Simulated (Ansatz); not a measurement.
# AlH₃SeO₂: basis-set convergence

How large a basis does AlH₃SeO₂ need? Two functionals are run in growing sets.

Computed with Ansatz 0.2.0, Gaussian basis. Level: one geometry, several basis sets.

The runs, in order: PBE0-D4/def2-SVP; ωB97M-V/def2-SVP; PBE0-D4/def2-QZVPP; ωB97M-V/def2-QZVPP; the functionals' def2-TZVPP values are taken from earlier runs.

### 1 Structure used throughout

The geometry comes from an earlier relaxation with PBE0-D4/def2-TZVP; it is a stationary point, not always the lowest conformer.

SMILES `[OH][Al]([OH])[SeH]`, 7 atoms, charge 0, spin multiplicity 1.

Atoms are counted from 1 here; the program's logs count them from 0.

Bond lengths: O1–Al2 1.685 Å, O1–H5 0.954 Å, Al2–O3 1.684 Å, Al2–Se4 2.319 Å, O3–H6 0.955 Å, Se4–H7 1.469 Å. Angles: Al2–O1–H5 124.4°, O1–Al2–O3 116.9°, O1–Al2–Se4 123.4°, O3–Al2–Se4 119.7°, Al2–O3–H6 124.3°, Al2–Se4–H7 91.8°.

Coordinates:

```xyz
7
charge 0, multiplicity 1
O    -1.1891    1.0891    0.5143
Al    0.1257    0.0563    0.3057
O     1.1942   -0.0876    1.5997
Se    0.5100   -1.1442   -1.6404
H    -1.8586    1.2497   -0.1466
H     1.9727   -0.6401    1.5965
H    -0.6938   -0.5911   -2.2747
```

### 2 PBE0-D4 in def2-SVP

in.yaml

```yaml
crystal:
  periodic: [false, false, false]
  atoms:
    - {symbol: O, position_ang: [-1.189063, 1.089069, 0.514330]}
    - {symbol: Al, position_ang: [0.125701, 0.056282, 0.305666]}
    - {symbol: O, position_ang: [1.194216, -0.087639, 1.599652]}
    - {symbol: Se, position_ang: [0.510006, -1.144160, -1.640428]}
    - {symbol: H, position_ang: [-1.858594, 1.249671, -0.146630]}
    - {symbol: H, position_ang: [1.972710, -0.640120, 1.596462]}
    - {symbol: H, position_ang: [-0.693775, -0.591105, -2.274651]}
basis:
  gaussian: {orbitals: def2-SVP}
hamiltonian: {xc: pbe0, dispersion: d4}
output: {orbitals: {seedname: orbitals}}
```

Run with:

```console
> ansatz run in.yaml --threads 2 --pin off --events-out ev --progress --plain --max-ram 4352MiB
```

After this run come: ωB97M-V in def2-SVP; PBE0-D4 in def2-QZVPP; ωB97M-V in def2-QZVPP.

Before running them: what should the planned runs give, taken together? Wanted: PBE0-D4: double and triple zeta above quadruple; ωB97M-V: double and triple zeta above quadruple.

The runs gave:

| quantity | value |
| --- | --- |
| PBE0-D4: double and triple zeta above quadruple | 17.63, 1.84 eV |
| ωB97M-V: double and triple zeta above quadruple | 17.62, 1.78 eV |

PBE0-D4 gains 15.79 eV from double to triple zeta, then 1.84 eV more. These are total energies; as a rule much of such shifts cancels in differences, which this series doesn't test. The LUMO of ωB97M-V is positive and keeps falling with the basis (1.23 to 0.50 eV): an unbound level that the basis holds in place.
